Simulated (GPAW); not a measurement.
# Al in GPAW: notebook, part 2 of 2

GPAW 26.7.0. The steps go on from the part before.

## (3) Single point, PBEsol (the (0 0 1) slab of Al, cut from the database cell, not relaxed)

The input, run.py:

```python
import numpy as np
from ase.dft.bandgap import bandgap
from ase.io import read, write
from gpaw import GPAW, PW, setup_paths

setup_paths.insert(0, '.')

atoms = read('Al.xyz')
atoms.pbc = (True, True, False)

calc = GPAW(mode=PW(450),
            xc='PBEsol',
            kpts={'size': (11, 11, 1), 'gamma': True},
            occupations={'name': 'fermi-dirac', 'width': 0.05},
            nbands=27,
            convergence={'density': 1e-05, 'energy': 1e-05},
            maxiter=150,
            poissonsolver={'dipolelayer': 'xy'},
            txt='gpaw.txt')
atoms.calc = calc
energy = atoms.get_potential_energy()
forces = atoms.get_forces()
calc.write('gs.gpw')
write('result.traj', atoms)
print(f'Energy: {energy:.6f} eV')
print('Forces (eV/A):')
print(forces.round(4))
print('Fermi level:', round(calc.get_fermi_level(), 4), 'eV')
print(f'Gap: {bandgap(calc)[0]:.4f} eV, direct: {bandgap(calc, direct=True)[0]:.4f} eV')

v = calc.get_electrostatic_potential().mean(axis=(0, 1))
z = np.arange(len(v)) * atoms.cell[2, 2] / len(v)
ef = calc.get_fermi_level()
np.savetxt('planar.dat', np.c_[z, v], fmt='%.4f')
below, above = np.interp([1.5, atoms.cell[2, 2] - 1.5], z, v) - ef
print(f'Work functions: bottom {below:.4f} eV, top {above:.4f} eV')
print('Dipole moment:', *calc.get_dipole_moment().round(5), 'e A')
```

The input, Al.xyz:

```xyz
8
Lattice="2.8270770242 -0.0000000000 0.0000000000 -1.4135385121 2.4483205214 0.0000000000 0.0000000000 0.0000000000 31.0754880000" Properties=species:S:1:pos:R:3 pbc="T T T"
Al     0.0000000000      1.6322136646      7.5000000008
Al     0.0000000000      0.0000000000      9.7964982690
Al     1.4135385121      0.8161068568     12.0929965340
Al     0.0000000000      0.0000000000     14.3894948022
Al     0.0000000000      1.6322136646     16.6859930704
Al     0.0000000000      0.0000000000     18.9824913385
Al     1.4135385121      0.8161068568     21.2789896036
Al     0.0000000000      0.0000000000     23.5754878718
```

Potentials or basis: PAW data sets generated in the run's folder for this functional, pw.

On the command line:

```bash
$ gpaw-setup -f PBEsol Al
$ OMP_NUM_THREADS=1 python run.py
```

gpaw.txt:

```text
__  _  _
 | _ |_)|_||  |
 |__||  | ||/\| - 26.7.0

Input parameters:
  mode=PW(ecut=450.00000000000006),
  convergence={'density': 1e-05, 'energy': 1e-05},
  kpts=MonkhorstPack(size=(11, 11, 1), gamma=True),
  maxiter=150,
  nbands=27,
  occupations=Occupations(name='fermi-dirac', width=0.05),
  poissonsolver=PoissonSolver(dipolelayer='xy'),
  xc=XC(name='PBEsol')

Diagonalizing LCAO Hamiltonian
Converting LCAO to pw mode

       Al

           Al

       Al

        Al

       Al

           Al

       Al

        Al

Atoms  # Å, Bohr magnetons
|   | symbol |        x |        y |         z |    initial magnetic moments |
|---|--------|----------|----------|-----------|-----------------------------|
| 0 |     Al | 0.000000 | 1.632214 |  7.500000 | ( 0.0000,  0.0000,  0.0000) |
| 1 |     Al | 0.000000 | 0.000000 |  9.796498 | ( 0.0000,  0.0000,  0.0000) |
| 2 |     Al | 1.413539 | 0.816107 | 12.092997 | ( 0.0000,  0.0000,  0.0000) |
| 3 |     Al | 0.000000 | 0.000000 | 14.389495 | ( 0.0000,  0.0000,  0.0000) |
| 4 |     Al | 0.000000 | 1.632214 | 16.685993 | ( 0.0000,  0.0000,  0.0000) |
| 5 |     Al | 0.000000 | 0.000000 | 18.982491 | ( 0.0000,  0.0000,  0.0000) |
| 6 |     Al | 1.413539 | 0.816107 | 21.278990 | ( 0.0000,  0.0000,  0.0000) |
| 7 |     Al | 0.000000 | 0.000000 | 23.575488 | ( 0.0000,  0.0000,  0.0000) |

Unit cell  # Å
| periodic |         x |         y |         z |   lengths |     angles |
|----------|-----------|-----------|-----------|-----------|------------|
|      yes |  2.827077 | -0.000000 |  0.000000 |  2.827077 |  90.000000 |
|      yes | -1.413539 |  2.448321 |  0.000000 |  2.827077 |  90.000000 |
|       no |  0.000000 |  0.000000 | 31.075488 | 31.075488 | 120.000000 |

Number of symmetries: 6
Symmetry operations  # r_c * U_cc + t_c -> r_c
|   | kind |            matrix            |
|---|------|------------------------------|
| 0 |  σ   |  1, 1, 0,  0,-1, 0,  0, 0, 1 |
| 1 |  E   |  1, 0, 0,  0, 1, 0,  0, 0, 1 |
| 2 |  C3  |  0, 1, 0, -1,-1, 0,  0, 0, 1 |
| 3 |  σ   |  0,-1, 0, -1, 0, 0,  0, 0, 1 |
| 4 |  σ   | -1, 0, 0,  1, 1, 0,  0, 0, 1 |
| 5 |  C3  | -1,-1, 0,  1, 0, 0,  0, 0, 1 |

BZ-sampling:
  Number of BZ points: 121
  Number of IBZ points: 16

  Monkhorst-Pack size: [11, 11, 1]
  Monkhorst-Pack shift: [0, 0, 0]

K-points  # in reciprocal-cell coordinates
|     |                                coordinates |     weight |
|-----|--------------------------------------------|------------|
|   0 | (  0.00000000,   0.00000000,   0.00000000) | 0.00826446 |
|   1 | (  0.09090909,   0.00000000,   0.00000000) | 0.04958678 |
|   2 | (  0.18181818,  -0.09090909,   0.00000000) | 0.04958678 |
|   3 | (  0.18181818,   0.00000000,   0.00000000) | 0.04958678 |
|   4 | (  0.27272727,  -0.09090909,   0.00000000) | 0.09917355 |
|   5 | (  0.27272727,   0.00000000,   0.00000000) | 0.04958678 |
|   6 | (  0.36363636,  -0.18181818,   0.00000000) | 0.04958678 |
|   7 | (  0.36363636,  -0.09090909,   0.00000000) | 0.09917355 |
|   8 | (  0.36363636,   0.00000000,   0.00000000) | 0.04958678 |
|   9 | (  0.36363636,   0.36363636,   0.00000000) | 0.04958678 |
| ... |                                            |            |
|  15 | (  0.45454545,   0.45454545,   0.00000000) | 0.04958678 |

Plane wave coefficients: 4741
Cutoff: 450.00000000000006 eV

Spin-components: 1 (collinear spins)
Bands:           27
Projectors:      40
Spin-degeneracy: 2
Datatype:        complex128

Parallelization:
  kpt:    1
  domain: 1
  band:   1

Density:
  Valence electrons: 24.0
  Components: 1
  Grid points: [ 14  14 160]
  Charge: 0.0  # |e|

Potential:
  Grid points: [ 14  14 160]

species:
  Al:
    name:    Aluminium
    Z:       13.0
    valence: 3
    core:    10
    charge:  0.0  # [|e|]
    compensation charges:
      type: gauss
      rc: 0.34  # [Å]
      lmax: 2
    cutoffs:
      filter: 1.91  # [Å]
      core: 2.36  # [Å]
    projectors
    | kind |    occ | energy [eV] | rcut [Å] |
    |------|--------|-------------|----------|
    |   3s |  2.000 |      -7.715 |    1.085 |
    |   3p |  1.000 |      -2.689 |    1.085 |
    |    s |        |      19.497 |    1.085 |
    |    p |        |      24.522 |    1.085 |
    |    d |        |       0.000 |    1.085 |

    Using partial waves for Al as LCAO basis

Reference energy: -52721.021815  # eV

eigensolver:
  PPCG
  Converge bands: occupied
  niter=2

density mixing:
  MSR1-Mixer
  Pratt-step length: 0.05
  Maximum mixing coefficient: 0.75
  Old densities: 10
  SVD Regularization: 0.005
  Good broyden scale: 1.0
  Trust region scale: 1.0
  Backstep threshold: 4.0
  History deletion threshold: 6.0
  Fourier metric: weight=20.0, sigma=0.015

occupation numbers:
  Fermi-Dirac:
    width: 0.0500  # eV

<gpaw.new.pw.poisson.DipoleLayerPWPoissonSolver object>
xc functional:
  name: PBEsol with 2 nearest neighbor stencil

convergence criteria:
- Maximum integral of absolute [dens]ity change: 1e-05 electrons / valence electron
- Maximum [total energy] change in last 3 cyles: 1e-05 eV / valence electron
- Maximum integral of absolute [eigenst]ate change: 4e-08 eV^2 / valence electron
maximum number of iterations: 150

SCF iterations
|iter     | |      energy | eigst |  dens |
|---------|-|-------------|-------|-------|
|iter:   1| |  -32.041111 | -0.15 |       |
|iter:   2| |  -31.992206 | -1.75 | -0.92 |
|iter:   3| |  -36.457656 | -2.34 | -0.97 |
|iter:   4| | -279.783750 | +1.00 | -0.68 |
|iter:   5| |  -20.652576 | +0.95 | +0.03 |
|iter:   6| |  -36.347141 | +0.71 | -0.56 |
|iter:   7| |  -33.766811 | -0.59 | -0.71 |
|iter:   8| |  -95.757137 | -0.47 | -0.85 |
|iter:   9| |  -37.058603 | -1.01 | -0.18 |
|iter:  10| |  -32.395086 | -0.86 | -0.66 |
|iter:  11| |  -32.916618 | -2.50 | -1.15 |
|iter:  12| |  -32.960930 | -3.55 | -1.06 |
|iter:  13| |  -32.272649 | -3.65 | -1.06 |
|iter:  14| |  -31.865978 | -3.06 | -1.16 |
|iter:  15| |  -32.210656 | -3.53 | -1.49 |
|iter:  16| |  -31.854861 | -3.34 | -1.19 |
|iter:  17| |  -31.919217 | -3.44 | -1.59 |
|iter:  18| |  -31.770520 | -4.36 | -1.49 |
|iter:  19| |  -31.765030 | -4.83 | -2.12 |
|iter:  20| |  -31.765031 | -5.72 | -2.65 |
|iter:  21| |  -31.764814c| -6.06 | -2.68 |
|iter:  22| |  -31.764849c| -6.45 | -3.11 |
|iter:  23| |  -31.764760c| -7.38 | -3.03 |
|iter:  24| |  -31.764974c| -7.66c| -3.32 |
|iter:  25| |  -31.764748c| -7.94c| -2.83 |
|iter:  26| |  -31.764739c| -7.80c| -3.78 |
|iter:  27| |  -31.764741c| -8.45c| -4.42 |
|iter:  28| |  -31.764739c| -8.80c| -4.40 |
|iter:  29| |  -31.764739c| -9.54c| -5.04c|

Converged in 29 steps
Energy contributions relative to reference atoms: (reference = -52721.021815)

Energy contributions:
  Kinetic:          39.679177
  Coulomb:         -23.198173
  Zero:             -0.057656
  External:          0.000000
  Xc:              -48.175460
  Entropy:          -0.025252
  Spinorbit:         0.000000
  ----------------------------
  Free energy:     -31.777365
  Extrapolated:    -31.764739

dipole moment: (-9.773892, -16.804552, 0.000258)  # |e|*Ang

Fermi level: 2.732
Eigenvalues  # (at kpt = [0.000, 0.000, 0.000])
| band index |      eig [eV] | occ [0-2] |
|------------|---------------|-----------|
|          0 |        -8.519 |     2.000 |
|        ... |               |           |
|          3 |        -7.034 |     2.000 |
|          4 |        -6.178 |     2.000 |
|          5 |        -5.131 |     2.000 |
|          6 |        -3.924 |     2.000 |
|          7 |        -2.509 |     2.000 |
|          8 |        -1.236 |     2.000 |
[... 8 lines left out ...]
|         17 |        10.118 |     0.000 |
|         18 |        10.120 |     0.000 |
|        ... |               |           |
|         26 |        14.134 |     0.000 |

No gap
No difference between direct/indirect transitions
vacuum-level: 6.893  # V
Workfunctions: 4.157, 4.166 eV (top, bottom)

Forces  # eV/Ang
|        x |        y |        z |
|----------|----------|----------|
|  0.00000 |  0.00000 | -0.08685 |  # Al   0
|  0.00000 |  0.00000 | -0.05875 |  # Al   1
| -0.00000 | -0.00000 |  0.02994 |  # Al   2
|  0.00000 |  0.00000 | -0.01073 |  # Al   3
|  0.00000 |  0.00000 |  0.03105 |  # Al   4
| -0.00000 | -0.00000 | -0.04430 |  # Al   5
|  0.00000 |  0.00000 | -0.02535 |  # Al   6
| -0.00000 |  0.00000 |  0.16582 |  # Al   7

# Writing to gs.gpw (mode='')
```

Run time: 2.8 min. Hardware: 1 thread of Intel Xeon at 2.50GHz (Skylake/Cascade Lake), shared host; peak memory 0.22 GiB.

Results:

```yaml
Free_energy: -31.7774 eV
Largest_force: 0.166 eV/Å
Band_gap_on_the_k_mesh: none (metal or under the smearing width)
Dipole_across_the_slab: 0.00 e·Å
Work_function_of_the_upper_face: 4.16 eV
Work_function_of_the_lower_face: 4.17 eV
```

Forces in eV/Å, atoms in the order of the input:
```
Al   0.000  0.000 -0.087
Al   0.000  0.000 -0.059
Al   0.000  0.000  0.030
Al   0.000  0.000 -0.011
Al   0.000  0.000  0.031
Al   0.000  0.000 -0.044
Al   0.000  0.000 -0.025
Al   0.000  0.000  0.166
```

## (4) Single point, PBEsol (the (0 0 1) slab of Al, cut from the database cell, not relaxed)

Edit run.py of step 3 so:

```diff
@@ -14,3 +14,3 @@
             occupations={'name': 'fermi-dirac', 'width': 0.05},
-            nbands=27,
+            nbands=30,
             convergence={'density': 1e-05, 'energy': 1e-05},
```

The input, Al.xyz:

```xyz
9
Lattice="2.8270770242 -0.0000000000 0.0000000000 -1.4135385121 2.4483205214 0.0000000000 0.0000000000 0.0000000000 33.3719860000" Properties=species:S:1:pos:R:3 pbc="T T T"
Al     0.0000000000      1.6322136646      7.5000000003
Al     0.0000000000      0.0000000000      9.7964982661
Al     1.4135385121      0.8161068568     12.0929965352
Al     0.0000000000      0.0000000000     14.3894948010
Al     0.0000000000      1.6322136646     16.6859930701
Al     0.0000000000      0.0000000000     18.9824913359
Al     1.4135385121      0.8161068568     21.2789896050
Al     0.0000000000      0.0000000000     23.5754878741
Al     0.0000000000      1.6322136646     25.8719861398
```

On the command line:

```bash
$ gpaw-setup -f PBEsol Al
$ OMP_NUM_THREADS=1 python run.py
```

It took 97 s on 1 thread of Intel Xeon at 2.50GHz (Skylake/Cascade Lake), shared host; peak memory 0.24 GiB.

It converged, with:

```
Free energy                     : -35.8666 eV
Largest force                   : 0.149 eV/Å
Band gap on the k mesh          : none (metal or under the smearing width)
Dipole across the slab          : 0.00 e·Å
Work function of the upper face : 4.14 eV
Work function of the lower face : 4.14 eV
```

Forces on the atoms (eV/Å):
```
Al   0.000  0.000 -0.149
Al   0.000  0.000 -0.005
Al   0.000  0.000 -0.028
Al   0.000  0.000  0.068
Al   0.000  0.000  0.000
Al   0.000  0.000 -0.068
Al   0.000  0.000  0.028
Al   0.000  0.000  0.005
Al   0.000  0.000  0.149
```

Levels at points of the mesh, in eV from the Fermi level:
```
           k point  band 10  band 11  band 12  band 13  band 14  band 15
(0.00, 0.00, 0.00)    -4.05    -2.52    -1.01     0.54     2.02     3.22
```
